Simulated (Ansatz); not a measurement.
# MgS: a single-point run

Aim: a sound single-point run of MgS. The structure is shown as the input types it.

Computed with Ansatz 0.2.0 (density functional or hybrid calculation with the settings of its input, plane waves (as first typed), unless a step's input says otherwise).

3 further runs of the same task are left out: 3 that didn't finish.

## 1. The structure to begin with

The structure is cubic, space group Fm-3m (No. 225). Conventional cell: a = 5.203 Å, b = 5.203 Å, c = 5.203 Å, α = 90.00°, β = 90.00°, γ = 90.00°. Mg (site symmetry m-3m) is surrounded by 6 S at 2.60 Å. Around S (site symmetry m-3m) lie 6 Mg at 2.60 Å.

The input asks for a charge of -2 e on the cell.

As a file:

```
CELL_PARAMETERS angstrom
0.00000 2.60152 2.60152
2.60152 0.00000 2.60152
2.60152 2.60152 0.00000
ATOMIC_POSITIONS crystal
Mg 0.00000 0.00000 0.00000
S 0.50000 0.50000 0.50000
```

## 2. The calculation

File input.yaml:

```yaml
crystal:
  lattice:
    - [0.0, 2.6015179373, 2.6015179373]
    - [2.6015179373, 0.0, 2.6015179373]
    - [2.6015179373, 2.6015179373, 0.0]
  atoms:
    - { symbol: Mg, position: [0.0, 0.0, 0.0] }
    - { symbol: S, position: [0.5, 0.5, 0.5] }
kpoints:
  mp_grid: { grid: [6, 6, 6] }
hamiltonian:
  xc: r2scan
scf:
  occupations: { method: fixed }
  n_extra_bands: 4
  max_iter: 84
output:
  forces: true
  stress: true
  eigenvalues: true
total_charge: -2
```

The run is started by

```bash
> ansatz run input.yaml --threads 4 --pin off --max-ram 3686MiB --backend cpu --events-out ev --progress --plain --runs-dir out
```

What happens when this is run?

The program finished normally, with warnings (band overlap at count, metallic iterate). Convergence says nothing about whether the input makes sense.

Look at the input: total_charge is -2. The net charge is not the one intended, so the run treats another number of electrons.

Run again and compare: delete total_charge (the default then holds).
